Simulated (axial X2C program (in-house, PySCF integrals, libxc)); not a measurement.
# A two-component session on AsS: properties at the nuclei

Aim: properties at the nuclei of AsS, with spin–orbit coupling in the Hamiltonian from the start.

Method: two-component X2C with atomic mean-field terms, As dyall-cv3z, S dyall-av3z; program: an in-house X2C program for linear molecules on PySCF integrals.

All values are calculated.

### Step 1. Input

File task.json:

```json
{"zs": [33, 16], "q": 0, "bas": ["dyall-cv3z", "dyall-av3z"], "r0": 2.08, "levels": ["PBE0", "HF", "PBE50", "B3LYP", "r2SCAN"], "nst": 3}
```

Keys: zs atomic numbers; q charge; bas basis sets; r0 starting distance in Å; levels methods (HF also brings MP2); nst determinants followed.

On the command line:

```
> python soeom.py task.json out
```

Further steps of the session: Expectation values, lowest determinant; Expectation values, a higher determinant; Expectation values, a higher determinant.

**Question.** What will these runs give? Wanted: lowest determinant; Eeff magnitude; Ws magnitude As; A∥/gI As; qzz As; higher determinant (for each run or level that gives them).

The runs gave:

```
                                        quantity                                                  value
                              lowest determinant                Ω = 1/2 (excess of +ω over −ω: ω = 1/2)
                    Eeff magnitude (GV/cm), PBE0                                                 0.0362
                     Ws magnitude As (kHz), PBE0                                                 0.0631
                            A∥/gI As (MHz), PBE0                                                   1490
                             qzz As (a.u.), PBE0                                                  -1.87
                              higher determinant                Ω = 3/2 (excess of +ω over −ω: ω = 3/2)
Eeff magnitude (GV/cm), PBE0, higher determinant                                                  0.221
 Ws magnitude As (kHz), PBE0, higher determinant                                                 0.0706
        A∥/gI As (MHz), PBE0, higher determinant                                                    219
         qzz As (a.u.), PBE0, higher determinant                                                  -1.97
                              higher determinant  Ω = 5/2 (excess of +ω over −ω: ω = -1/2, 2 × ω = 3/2)
Eeff magnitude (GV/cm), PBE0, higher determinant                                                  0.277
 Ws magnitude As (kHz), PBE0, higher determinant                                                 0.0511
        A∥/gI As (MHz), PBE0, higher determinant                                                   -122
         qzz As (a.u.), PBE0, higher determinant                                                   0.16
```

In words: In the first state, the effective field runs from 0.0362 to 0.653 GV/cm over the mean-field levels, so the levels don't agree on it. The expectation values come from single determinants, which for open shells can mix terms of unlike spin or miss the lowest Ω, so a determinant need not be a state. Eeff is the effective electric field on the electron dipole moment in this Ω state and Ws the scalar–pseudoscalar constant (defined with the proton number Z and per Ω); A∥ is the parallel hyperfine constant, which follows by multiplying with the nuclear g factor gI = μI/(I μN); qzz is the electric field gradient, eQq0 = 234.96 MHz × Q/barn × qzz; μ is positive if S is the positive end. The operators were transformed with the bare-nucleus X2C matrices.
